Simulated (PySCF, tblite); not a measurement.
# phosphorus(iii) oxide (P4O6): geometry, infrared bands and NMR shifts

Aim: predict the infrared bands and NMR shifts of phosphorus(iii) oxide (P4O6) (`O1P2OP3OP1OP(O2)O3`).

Computed with tblite 0.8.0 and PySCF 2.14.0, with density-fitted response routines of our own, on a single molecule in the gas phase. Atoms are numbered from 0 throughout.

## 1. Starting geometry

10 atoms, charge 0, multiplicity 1; geometry from: force field or distance geometry start.

Bonds of the start (Å): O0–P1 1.63, P1–O2 1.62, O2–P3 1.65, P3–O4 1.63, O4–P5 1.63, P5–O6 1.63, O6–P7 1.64, P7–O8 1.63, P7–O9 1.63, P5–O0 1.64, O8–P1 1.63, O9–P3 1.64.

## 2. Optimising the geometry with GFN2-xTB

Job settings and geometry (Å):

```
{"job": {"kind": "relax", "xc": "GFN2-xTB", "basis": "xTB"}, "charge": 0, "multiplicity": 1}
O      1.215400    -1.247600    -0.194300
P      1.406600    -0.255100     1.082400
O      1.264100     1.164800     0.320200
P      0.086600     1.662900    -0.723600
O      0.097300     0.356500    -1.698700
P      0.024800    -1.228300    -1.327300
O     -1.255200    -1.165700    -0.324100
P     -1.524300    -0.164200     0.944800
O     -0.094400    -0.361800     1.703800
O     -1.211900     1.243200     0.194300
```

The run is started by

```
$ OMP_NUM_THREADS=1 python probes_run.py task.json out
```

One launch serves the whole session: the jobs run in the order shown.

**Question.** This job is followed by: GFN2-xTB harmonic vibrations, gas phase; GIAO PBE0/pcSseg-1 NMR shielding, non-relativistic, gas phase. Predict these results of the whole session: strongest single infrared mode (GFN2-xTB); zero-point energy (GFN2-xTB); 17O shifts against H2O (PBE0/pcSseg-1, means over atoms taken as alike); 31P shifts against H3PO4 (PBE0/pcSseg-1, means over atoms taken as alike).

**Answer**, as computed:

| quantity | value |
| --- | --- |
| strongest single infrared mode (GFN2-xTB) | 882 cm⁻¹, 524 km/mol |
| zero-point energy (GFN2-xTB) | 18.3 kcal/mol |
| 17O shifts against H2O (PBE0/pcSseg-1, means over atoms taken as alike) | 161.7 ppm |
| 31P shifts against H3PO4 (PBE0/pcSseg-1, means over atoms taken as alike) | 112.0 ppm |

Relaxing lowered the energy by 0.110 eV in 9 steps; the close pair that moved most is P1–O2, from 1.618 to 1.642 Å. No mode is imaginary among the 24: a minimum at this level. GFN2-xTB is a fitted tight-binding method: band positions and strengths are rough. Its intensities can rank the bands wrongly. At PBE0/pcSseg-1: Shielding is most anisotropic at P1, P3, P5, P7 (span 372 ppm, paramagnetic term -759 ppm).
